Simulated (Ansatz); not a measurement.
Input of an Ansatz 0.2.0 run:

The input input:

```
crystal:
  lattice:
    - [0.0, 2.897844, 2.897844]
    - [2.897844, 0.0, 2.897844]
    - [2.897844, 2.897844, 0.0]
  atoms:
    - { symbol: Ge, position: [0.0, 0.0, 0.0] }
    - { symbol: Ga, position: [0.25, 0.25, 0.25] }
hamiltonian:
  xc: r2scan50
  pseudopotentials: { kind: paw }
kpoints:
  mp_grid: { grid: [4, 4, 4] }
scf:
  occupations: { method: fermi_dirac, width: 0.05 }
output:
  forces: true
  stress: true
  eigenvalues: true
```

Question: Predict the band gap on the k mesh.

Answer: None (metal or under the smearing width).

Question: What does it give for the pressure?

Answer: -3.9 GPa.

Caveat: the k mesh is coarse (spacing up to 0.47 Å⁻¹), so the values aren't converged, least of all with exact exchange; the PAW data sets come from PBE, with cores solved anew for the run's functional, which leaves a small shift of forces and pressure; the thresholds are loose for stress.
